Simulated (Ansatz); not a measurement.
**BF₃ + H₂S: a complex and its separated parts**

Aim: how far the complex at one end of a reaction step lies below its separated, relaxed parts, level by level.

Method: PBE0-D4/def2-TZVP structures, single points in def2-TZVPP, no counterpoise correction; program: Ansatz 0.2.0, Gaussian basis.

Levels: SPW92, PBE-D4, BLYP-D4, r2SCAN-D4, B97M-V, PBE0-D4, B3LYP-D4, r2SCAN0-D4, BHLYP-D4, CAM-B3LYP-D4, wB97X-V, wB97M-V, B2PLYP, PBE-QIDH, RPA on PBE, Hartree-Fock, MP2, CCSD, CCSD(T).

Cores are frozen in the correlated methods. B3LYP uses VWN-RPA correlation. B2PLYP carries no dispersion term here.

94 further runs of the same task are left out: 94 set aside as unsound or not needed.

### 1 The starting structure

The complex: 7 atoms, charge 0, spin multiplicity 1.

Atoms are counted from 1 here; the program's logs count them from 0.

Bond lengths: B1–F3 1.317 Å, B1–F4 1.317 Å, B1–F6 1.319 Å, S2–H5 1.342 Å, S2–H7 1.342 Å. Angles: F3–B1–F4 119.9°, F3–B1–F6 119.5°, F4–B1–F6 119.5°, H5–S2–H7 92.4°.

As a file:

```xyz
7
charge 0, multiplicity 1
B    -1.0600   -0.6004   -0.2467
S     1.2435    1.0763   -0.1981
F    -0.7349   -1.1458   -1.4007
F    -1.8971    0.4160   -0.2132
H     1.0991    1.3967    1.0973
F    -0.7362   -1.2132    0.8759
H     2.0856    0.0703    0.0856
```

Its parts: BF₃ holds atoms 1, 3, 4, 6; H₂S holds atoms 2, 5, 7. Each part counts its atoms afresh in its own runs.

### 2 Relaxing BF₃ alone

File relax-a/in.yaml:

```yaml
crystal:
  periodic: [false, false, false]
  atoms:
    - {symbol: B, position_ang: [-1.059972, -0.600378, -0.246676]}
    - {symbol: F, position_ang: [-0.734942, -1.145761, -1.400742]}
    - {symbol: F, position_ang: [-1.897104, 0.416023, -0.213243]}
    - {symbol: F, position_ang: [-0.736201, -1.213224, 0.875936]}
basis:
  gaussian: {orbitals: def2-TZVP}
hamiltonian: {xc: pbe0, dispersion: d4}
relax: {f_tol: 0.005, max_steps: 200}
```

Run with:

```console
$ ansatz run in.yaml --threads 4 --pin off --events-out ev --progress --plain --max-ram 9574MiB
```

After this run come: Relaxing H₂S alone; SPW92/def2-TZVPP; PBE-D4/def2-TZVPP; BLYP-D4/def2-TZVPP; r2SCAN-D4/def2-TZVPP; B97M-V/def2-TZVPP; PBE0-D4/def2-TZVPP; B3LYP-D4/def2-TZVPP; r2SCAN0-D4/def2-TZVPP; BHLYP-D4/def2-TZVPP; CAM-B3LYP-D4/def2-TZVPP; wB97X-V/def2-TZVPP; wB97M-V/def2-TZVPP; B2PLYP/def2-TZVPP; PBE-QIDH/def2-TZVPP; RPA on PBE/def2-TZVPP; CCSD(T)/def2-TZVPP; Vibrations of BF₃; Vibrations of H₂S.

Q: Predict the outcome of this session. Wanted: complex less parts, CCSD(T)/def2-TZVPP; with zero-point energy; largest T1 diagnostic.

**Answer**, as computed:

| quantity | value |
| --- | --- |
| complex less parts, CCSD(T)/def2-TZVPP | -14.9 kJ/mol |
| with zero-point energy | -10.6 kJ/mol |
| largest T1 diagnostic | 0.012 |

In words: At CCSD(T) the complex lies 14.9 kJ/mol below its parts. PBE-QIDH is the best functional here (-0.4 kJ/mol from CCSD(T)); SPW92 is the worst (-17.3 kJ/mol). By rung, the mean size of the error is: LDA 17.3, GGA 5.3, meta-GGA 4.1, hybrid 4.1, range-separated hybrid 3.6, double hybrid 1.8 kJ/mol. PBE-D4 gives a relative energy 6.4 kJ/mol too low, outside chemical accuracy (1 kcal/mol, 4.2 kJ/mol). No counterpoise was applied, and triple zeta lacks some correlation, so the CCSD(T) reference has a basis error of its own, and close matches with it are partly luck.
